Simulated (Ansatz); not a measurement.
# C3H12AlNSi: the cost of one run

Program: Ansatz 0.2.0. Level of theory: RKS PBE/6-31G*. These are calculated values, not measurements.

## Step 1: The system as given

Bond lengths (14 of 17 bonds, heavy atoms first): C1–Al2 2.026 Å, Al2–C3 1.970 Å, Al2–C4 1.946 Å, C4–Si5 1.869 Å, Si5–N6 1.779 Å, C1–H7 1.125 Å, C1–H8 1.081 Å, C1–H9 1.094 Å, C3–H10 1.143 Å, C3–H11 1.126 Å, C3–H12 1.075 Å, C4–H13 1.095 Å, C4–H14 1.183 Å, Si5–H15 1.467 Å. Angles (14 of 30 angles, heavy atoms first): C1–Al2–C3 118.8°, C1–Al2–C4 123.5°, C3–Al2–C4 117.7°, Al2–C4–Si5 111.2°, C4–Si5–N6 112.0°, Al2–C1–H7 105.4°, Al2–C1–H8 106.8°, Al2–C1–H9 108.6°, Al2–C3–H10 109.3°, Al2–C3–H11 108.9°, Al2–C3–H12 112.8°, Al2–C4–H13 116.5°, Al2–C4–H14 110.5°, Si5–C4–H13 109.2°.

Its coordinates follow in the input file.

## Step 2: Relaxing end A

input.yaml

```yaml
crystal:
  periodic: [false, false, false]
  atoms:
    - { symbol: C, position_ang: [0.4137, -2.2123, -0.0097] }
    - { symbol: Al, position_ang: [0.6759, -0.3505, -0.7636] }
    - { symbol: C, position_ang: [2.3975, 0.0981, -1.6096] }
    - { symbol: C, position_ang: [-0.6773, 1.0444, -0.6723] }
    - { symbol: Si, position_ang: [-1.1636, 1.3976, 1.0971] }
    - { symbol: "N", position_ang: [-1.8584, -0.0327, 1.8943] }
    - { symbol: H, position_ang: [-0.6379, -2.2278, 0.3891] }
    - { symbol: H, position_ang: [0.5292, -2.9023, -0.8339] }
    - { symbol: H, position_ang: [1.1006, -2.3492, 0.8306] }
    - { symbol: H, position_ang: [2.9004, 0.9379, -1.019] }
    - { symbol: H, position_ang: [3.0844, -0.7906, -1.5331] }
    - { symbol: H, position_ang: [2.2903, 0.4, -2.6361] }
    - { symbol: H, position_ang: [-0.4404, 1.9875, -1.1756] }
    - { symbol: H, position_ang: [-1.6834, 0.6781, -1.1749] }
    - { symbol: H, position_ang: [-2.15, 2.4815, 1.1673] }
    - { symbol: H, position_ang: [0.0584, 1.8499, 1.8484] }
    - { symbol: H, position_ang: [-2.724, -0.251, 1.3776] }
    - { symbol: H, position_ang: [-2.1527, 0.2524, 2.875] }
basis:
  gaussian: { orbitals: "6-31G*" }
hamiltonian:
  xc: pbe
relax:
  f_tol: 0.015
  max_steps: 40
```

The run is started by

```bash
$ ansatz run input.yaml --threads 2 --pin off --max-ram 3072MiB --backend cpu --events-out ev --progress --plain --runs-dir out
```

Q: Estimate wall time and peak memory on 2 threads of Arm Neoverse V1, shared host.

About 2.2 min, with a peak of 0.18 GiB.
